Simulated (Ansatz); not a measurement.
## Rb3Sr in Ansatz: convergence with ecutrho ratio

Rb3Sr:

```
Sr Rb
1.0
    -3.41177    3.41177    6.93246
     3.41177   -3.41177    6.93246
     3.41177    3.41177   -6.93246
Sr Rb
1 3
Direct
  0.00425 0.00413 0.00733
  0.49679 0.49133 0.99086
  0.26036 0.74969 0.50886
  0.75445 0.25592 0.51154
```

The cell comes from a database or a generator and needn't be the stable form of this composition.

The cell isn't the ideal one: atoms moved at random, drawn with an rms of 0.05 Å.

```yaml
Program: Ansatz 0.2.0
Task: convergence study
Functional: PBE
Potentials_or_basis: Ansatz PAW
Cutoff: 420 eV
Density_cutoff: 1680 eV
k_mesh: 3 × 3 × 4
Occupations: gaussian, width 0.05 eV
Spin: no spin polarisation
```

These are the settings of the first run; the series varies ecutrho ratio, with any setting tied to it.

Hardware: 2 threads of Arm Neoverse V2, with other jobs on the host.

| ecutrho ratio | energy less the tightest run, at zero smearing (meV/atom) | SCF cycles | CPU time (s) | peak memory (GiB) |
| --- | --- | --- | --- | --- |
| 4 | 0.00 | 8 | 10 | 0.52 |
| 5 | 0.00 | 8 | 10 | 0.56 |
| 6 | 0.00 | 8 | 11 | 0.63 |
| 8 | 0.00 | 8 | 12 | 0.75 |
| 10 | 0.00 | 8 | 13 | 0.93 |
| 12 | 0.00 | 8 | 14 | 1.2 |

Against the tightest run, the energy stays within 1 meV/atom from 4 on. The tightest run that finished is the yardstick and may itself not be fully converged.
